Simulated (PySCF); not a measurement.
# BF3: the cost of one run

Computed with PySCF 2.14.0, with density-fitted response routines of our own, on a single molecule in the gas phase. Atoms count from 0, in the outputs and in this text.

## Step 1: The starting structure

4 atoms, charge 0, multiplicity 1; geometry from: GFN2-xTB. The atoms were then displaced at random by about 0.03 Å, so the start is not that level's minimum.

Bonds of the start (Å): F0–B1 1.40, B1–F2 1.33, B1–F3 1.32.

## Step 2: Geometry optimisation at PBE0-D3(BJ)/def2-SVP

Job settings and geometry (Å):

```
{"job": {"xc": "PBE0", "basis": "def2-SVP", "d3": "d3bj", "grid": 1, "shake": 0.03, "kind": "geom"}, "charge": 0, "multiplicity": 1}
F      1.236040    -0.640020     0.057450
B     -0.011910    -0.011250    -0.017880
F     -1.130230    -0.735640    -0.077520
F      0.009860     1.306010    -0.038220
```

The run is started by

```console
> OMP_NUM_THREADS=1 python probes_run.py task.json out
```

The driver reads the jobs from task.json and runs them one after another.

**Question.** How long does this first job take on 1 thread of Arm Neoverse V2, shared host, and how much memory does it need?

About 5.2 s, with a peak of 0.26 GiB.
